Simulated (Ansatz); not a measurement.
# LuRu3C, space group Pm-3m: a charge-density difference against the sublattices

Computed with the Ansatz DFT code, driven from Python.

Notebook, run cell by cell (the value of a cell's last expression is shown):

```python
import ansatz as az
import numpy as np

vectors0 = np.array([
    [4.10245, 0.0, 0.0],
    [0.0, 4.10245, 0.0],
    [0.0, 0.0, 4.10245],
])
sites = [
    ("Lu", [0.5, 0.5, 0.5]),
    ("Ru", [0.5, 0.0, 0.0]),
    ("Ru", [0.0, 0.5, 0.0]),
    ("Ru", [0.0, 0.0, 0.5]),
    ("C", [0.0, 0.0, 0.0]),
]


def build(cell):
    crystal = az.Crystal(lattice=az.Lattice.of(cell))
    for symbol, position in sites:
        crystal = crystal.atom(symbol, position)
    return crystal
```

```python
# one cutoff and one grid for all runs, so that the fields can be subtracted
def solve(crystal):
    return (
        crystal.calculation()
        .occupations("Fermi-Dirac", width=0.15)
        .functional("lda")
        .basis(460, grid_basis="typed")
        .kpoints(6, 6, 6)
        .density()
        .run(threads=1)
    )


whole = solve(build(vectors0))
difference = whole.density().channels[0].density_e_per_ang3.copy()
binding = whole.report["free_energy_ev"]
for element in ["Lu", "Ru", "C"]:
    part = az.Crystal(lattice=az.Lattice.of(vectors0))
    for symbol, position in sites:
        if symbol == element:
            part = part.atom(symbol, position)
    alone = solve(part)
    difference -= alone.density().channels[0].density_e_per_ang3
    binding -= alone.report["free_energy_ev"]
    print(f"{element} sublattice: {alone.report['n_electrons']:g} electrons, {alone.report['n_iterations']} iterations")

voxel = abs(np.linalg.det(vectors0)) / difference.size
print(f"energy of the crystal less its unpolarised sublattices: {binding / len(sites):.4f} eV/atom")
print(f"net charge of the difference {difference.sum() * voxel:.5f} e, charge moved {0.5 * np.abs(difference).sum() * voxel:.3f} e")
print(f"extremes {difference.min():.4f} and {difference.max():.4f} e/A^3")
for (symbol, position) in sites:
    index = tuple(int(round(p * n)) % n for p, n in zip(position, difference.shape))
    print(f"  change of the pseudo-density at the grid point nearest {symbol}: {difference[index]:+.4f} e/A^3")
profile = difference.mean(axis=(0, 1))
print("planar mean along the third vector:", np.round(profile[:: max(len(profile) // 12, 1)], 4))
```

    Lu sublattice: 25 electrons, 7 iterations
    Ru sublattice: 48 electrons, 6 iterations
    C sublattice: 4 electrons, 6 iterations
    energy of the crystal less its unpolarised sublattices: -4.0538 eV/atom
    net charge of the difference 0.00000 e, charge moved 0.904 e
    extremes -0.1738 and 0.2622 e/A^3
      change of the pseudo-density at the grid point nearest Lu: -0.1650 e/A^3
      change of the pseudo-density at the grid point nearest Ru: -0.0425 e/A^3
      change of the pseudo-density at the grid point nearest Ru: -0.0425 e/A^3
      change of the pseudo-density at the grid point nearest Ru: -0.0425 e/A^3
      change of the pseudo-density at the grid point nearest C: +0.1981 e/A^3
    planar mean along the third vector: [-0.0163 -0.001   0.0046  0.006   0.0006 -0.0059 -0.0053  0.0092  0.0092
     -0.0053 -0.0059  0.0006  0.006   0.0046 -0.001 ]

Caveats:
- For a metal this k-point mesh is coarse: on a finer one energies can move by several to tens of meV an atom and pressures by half a GPa or more, differences at one mesh by less.
- The fields are valence quantities on the plane-wave grid; their values near the nuclei depend on the potentials.
- The structure comes from a database of computed cells and needn't be a stable or known phase.
- Charge moved counts every rearrangement, bonding and polarisation too, and is no transfer between atoms; the bare sublattices are artificial references. Values near the nuclei depend on the potentials.
- The whole script took 9.1 s on 1 thread of Arm Neoverse V1, with other jobs on the host, peak memory 0.44 GiB.

(Lines on the test bed's own set-up are left out of the output.)
